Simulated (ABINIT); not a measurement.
Crystal: TiPd.

```xyz
2
Lattice="2.8147 0.0000 0.0000 0.0000 2.8147 0.0000 0.0000 0.0000 3.8658" Properties=species:S:1:pos:R:3 pbc="T T T"
Pd    1.4074    1.4074    1.9329
Ti    0.0000    0.0000    0.0000
```

The cell comes from a database or a generator and needn't be the stable form of this composition.

| Quantity | Value |
| --- | --- |
| Program | ABINIT 10.8.3 (patched build) |
| Task | relaxation of cell and atoms |
| Functional | WC |
| Potentials or basis | JTH PAW PBE v2.0 |
| Cutoff | 707 eV |
| k mesh | 7 × 7 × 6 |
| Occupations | fermi-dirac, width 0.05 eV |
| Spin | no spin polarisation |

At the start: pressure -2.8 GPa; volume 15.31 Å³/atom.

Task: How do energy, volume and symmetry change on relaxing?

Result: Over 5 steps the energy falls by 2.4 meV/atom and the volume is 15.07 Å³/atom (-1.6 %); space group P4/mmm (No. 123, to 0.05 Å).

The path:
| step | energy change (eV) | largest force (eV/Å) | pressure (GPa) | volume (Å³) |
| --- | --- | --- | --- | --- |
| 1 | 0.0000 | 0.0000 | -2.78 | 30.63 |
| 2 | -0.0035 | 0.0000 | -1.38 | 30.37 |
| 3 | -0.0047 | 0.0000 | 0.08 | 30.11 |
| 4 | -0.0048 | 0.0000 | 0.05 | 30.12 |
| 5 | -0.0048 | 0.0000 | 0.00 | 30.13 |

Final structure:
```
Pd Ti
1.0
     2.80583    0.00000    0.00000
     0.00000    2.80583    0.00000
     0.00000    0.00000    3.82741
Pd Ti
1 1
Direct
  0.50000 0.50000 0.50000
  0.00000 0.00000 0.00000
```

Caveat: the PAW data sets were made with another functional, which shifts forces and pressure a little.
